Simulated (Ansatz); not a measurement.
# Al2O3: the cost of one run

Method: DFT LDA, scalar-relativistic, plane waves, PAW, in Ansatz 0.2.0.

### 1 The starting structure

Symmetry: R-3c, No. 167, trigonal system. Conventional cell: a = 4.757 Å, b = 4.757 Å, c = 12.988 Å, α = 90.00°, β = 90.00°, γ = 120.00°. Al (site symmetry 3) has 6 O at 1.85 to 1.97 Å in its first shell of neighbours. Around O (site symmetry 2) lie 4 Al at 1.85 to 1.97 Å.

As a file:

```xyz
10
Lattice="2.3785 1.3732 4.3292 -2.3785 1.3732 4.3292 0.0000 -2.7465 4.3292" Properties=species:S:1:pos:R:3 pbc="T T T"
Al    0.0000    0.0000   11.0678
Al    0.0000    0.0000    8.4137
Al    0.0000    0.0000    1.9198
Al    0.0000    0.0000    4.5740
O    -0.9217   -1.3732    5.4115
O     1.6501   -0.1116    5.4115
O    -0.7284    1.4848    5.4115
O     0.9217    1.3732    7.5762
O    -1.6501    0.1116    7.5762
O     0.7284   -1.4848    7.5762
```

Source of the structure: the Crystallography Open Database.

(A quick probe on a coarse mesh, which set the mesh and smearing, is not shown.)

### 3 Full relaxation

Input file input.yaml:

```yaml
crystal:
  lattice:
    - [2.3785015489, 1.3732285095, 4.32923]
    - [-2.3785015489, 1.3732285095, 4.32923]
    - [0.0, -2.7464570191, 4.32923]
  atoms:
    - { symbol: Al, position: [0.85218, 0.85218, 0.85218] }
    - { symbol: Al, position: [0.64782, 0.64782, 0.64782] }
    - { symbol: Al, position: [0.14782, 0.14782, 0.14782] }
    - { symbol: Al, position: [0.35218, 0.35218, 0.35218] }
    - { symbol: O, position: [0.05625, 0.44375, 0.75] }
    - { symbol: O, position: [0.75, 0.05625, 0.44375] }
    - { symbol: O, position: [0.44375, 0.75, 0.05625] }
    - { symbol: O, position: [0.94375, 0.55625, 0.25] }
    - { symbol: O, position: [0.25, 0.94375, 0.55625] }
    - { symbol: O, position: [0.55625, 0.25, 0.94375] }
basis:
  ecutwfc: 420
kpoints:
  mp_grid: { grid: [6, 6, 6] }
hamiltonian:
  xc: lda
scf:
  occupations: { method: gaussian, width: 0.02 }
output:
  forces: true
  stress: true
  eigenvalues: true
  write_density: true
  write_potential: true
  elf: true
  volumetric_format: npy
relax:
  adjacent_minimum: "off"
  f_tol: 0.005
  max_steps: 80
  cell: { stress_tol: 0.05 }
```

The run is started by

```
> ansatz run input.yaml --threads 2 --pin off --max-ram 5120MiB --backend cpu --events-out ev --progress --plain --runs-dir out
```

**Question.** How long does this run take on 2 threads of Intel Xeon 6975P-C (Granite Rapids), shared host, and how much memory does it need?

About 12 s, with a peak of 0.44 GiB.
